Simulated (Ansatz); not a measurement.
# MnO, space group Pmmn: a single point from an input typed as a dict

With the Ansatz DFT code, driven from Python.

At the Python prompt:
```pycon
>>> import ansatz as az
>>> config = {
...     "crystal": {
...         "lattice": [[3.154605, 0.0, 0.0], [0.0, 4.397059, 0.0], [0.0, 0.0, 6.193187]],
...         "atoms": [
...             {"symbol": "Mn", "position": [0.0, 0.5, 0.635856], "spin": 2.8},
...             {"symbol": "Mn", "position": [0.5, 0.0, 0.364144], "spin": -2.8},
...             {"symbol": "Mn", "position": [0.0, 0.5, 0.135861], "spin": 2.8},
...             {"symbol": "Mn", "position": [0.5, 0.0, 0.864139], "spin": -2.8},
...             {"symbol": "O", "position": [0.5, 0.5, 0.881854]},
...             {"symbol": "O", "position": [0.0, 0.0, 0.618072]},
...             {"symbol": "O", "position": [0.5, 0.5, 0.381928]},
...             {"symbol": "O", "position": [0.0, 0.0, 0.118146]},
...         ],
...     },
...     "magnetization": {"spin_polarized": True},
...     "kpoints": {"mp_grid": {"kspacing": 0.3}},
...     "hamiltonian": {"xc": "pbesol"},
...     "scf": {"occupations": {"method": "gaussian", "width": 0.15}},
...     "output": {"forces": True},
... }
>>> outcome = az.Session.from_dict(config).plan(threads=1).execute()
DeckWarning: basis.ecutwfc = 420 eV, auto-derived from the records' recommended cutoffs: set by Mn (normal level)
RunWarning: an SCF from antiferromagnetic starting moments (4.36, 4.36, -4.36, -4.36, 0.00, 0.00, 0.00, 0.00 Bohr magnetons, atom by atom) was not made, by what the run has read of turns of its [...]
>>> rep = outcome.report
>>> rep["mixing_algorithm"], rep["preconditioner"], rep["eigensolver"]
('MSR1', 'Kerker', 'band_cg')
>>> outcome.lattice.cell_ang
array([[3.154605, 0.      , 0.      ],
       [0.      , 4.397059, 0.      ],
       [0.      , 0.      , 6.193187]])
>>> for key in ("converged", "n_iterations", "n_electrons", "n_kpoints", "n_pw", "n_symmetry_ops", "free_energy_ev", "fermi_energy_ev"):
...     print(f"{key:18s} {rep[key]}")
...
converged          True
n_iterations       11
n_electrons        84.0
n_kpoints          36
n_pw               1685
n_symmetry_ops     4
free_energy_ev     -17717.56649469139
fermi_energy_ev    13.82340847572119
>>> # forces in eV per angstrom
>>> print("forces (eV/A)")
forces (eV/A)
>>> for site, force in zip(outcome.lattice.sites, rep["forces_ev_ang"]):
...     print(f"  {site.symbol:2s} {force[0]:9.4f} {force[1]:9.4f} {force[2]:9.4f}")
...
  Mn   -0.0000    0.0000   -0.0827
  Mn    0.0000    0.0000    0.0827
  Mn   -0.0000    0.0000   -0.0822
  Mn    0.0000    0.0000    0.0822
  O    -0.0000    0.0000   -0.0322
  O     0.0000    0.0000    0.0354
  O    -0.0000    0.0000   -0.0354
  O     0.0000    0.0000    0.0322
>>> print("site moments (muB):", [round(m, 2) for m in rep["site_moments_mub"]])
site moments (muB): [4.0, -4.0, 4.0, -4.0, 0.09, -0.09, 0.09, -0.09]
>>> print("electrons up, down:", [round(n, 3) for n in rep["spin_occupation_sums"]])
electrons up, down: [42.0, 42.0]
>>> used = rep["setup"]
>>> print("cutoffs (eV):", used["ecut_ev"], used["ecutrho_ev"], " FFT grid:", used["fft_dense"])
cutoffs (eV): 420.0 1680.0  FFT grid: [24, 30, 45]
>>> print("cell volume {:.3f} A^3, {} symmetry operations".format(used["cell_volume_ang3"], used["n_sym_ops"]))
cell volume 85.906 A^3, 4 symmetry operations
```

Notes:
- Absolute energies stand on the zero of these potentials, so only differences at equal settings mean something. A total without «per atom» is that of the cell as typed.
- Other magnetic orders than the one started from may lie lower.
- Only differences from the Fermi energy are physical; the zero of the scale is a convention.
- Without a Hubbard U or exact exchange, semilocal functionals often make such 3d compounds metallic or too weakly gapped.
- The structure comes from a database of computed cells and needn't be a stable or known phase.
- Warnings are shown shortened and without file and line.
- Finished in 49 s on 1 thread of Arm Neoverse V1 (shared host), peak memory 0.58 GiB.

(Lines on the test bed's own set-up are left out of the output.)
